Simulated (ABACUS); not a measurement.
The system is NaLaMnMoO6.

```
Na La Mn Mo O
1.0
     4.72242   -2.73688    0.00204
     4.72242    2.73688    0.00204
    -3.17796    0.00000    4.47000
Na La Mn Mo O
1 1 1 1 6
Direct
  0.25021 0.25021 0.74459
  0.75117 0.75117 0.25707
  0.49918 0.49918 0.49917
  0.00110 0.00110 0.00114
  0.28503 0.78106 0.28520
  0.78106 0.28503 0.28520
  0.25187 0.25187 0.18775
  0.74777 0.74777 0.81124
  0.21883 0.71407 0.71525
  0.71407 0.21883 0.71525
```

The cell was built by a generator and needn't be a form met in nature.

Base run:

| Property | Result |
| --- | --- |
| Program | ABACUS 3.10.1 |
| Functional | PBE |
| Potentials or basis | PseudoDojo NC SR 0.4.1 PBE standard |
| Cutoff | 1510 eV |
| Density cutoff | 6041 eV |
| Basis | DZP LCAO (the cutoffs set its grid) |
| k mesh | 6 × 6 × 6 |
| Occupations | fermi-dirac, width 0.05 eV |
| Spin | collinear spin, ferromagnetic start |
| Starting moments | [0.0, 0.0, 4.0, 1.0, 0.0, 0.0, 0.0, 0.0, 0.0, 0.0] μB |

Its results: band gap on the k mesh none (metal or under the smearing width); pressure 2.3 GPa; net moment 2.21 μB per cell; site moments Na +0.00; La -0.04; Mn +2.89; Mo -0.63; O -0.01, +0.00, -0.00 μB; largest force 0.122 eV/Å.

Task: The run is repeated on the same cell with these changes: basis from DZP LCAO (the cutoffs set its grid) to TZDP LCAO (the cutoffs set its grid). What comes out?

Result: Band gap on the k mesh none (metal or under the smearing width); pressure 1.4 GPa; net moment 2.21 μB per cell; site moments Na -0.01; La -0.08; Mn +3.07; Mo -0.76; O -0.00, +0.01, +0.00, -0.01 μB; largest force 0.160 eV/Å.

Caveats: the atomic orbitals were generated for these runs and aren't a published set; the basis of atomic orbitals isn't converged, which shifts pressures, moduli and gaps; a cell with one magnetic atom can't hold antiferromagnetic order, which such compounds often take; semilocal functionals often make such compounds metallic where correlation or magnetic order opens a gap, which also shifts bond lengths.
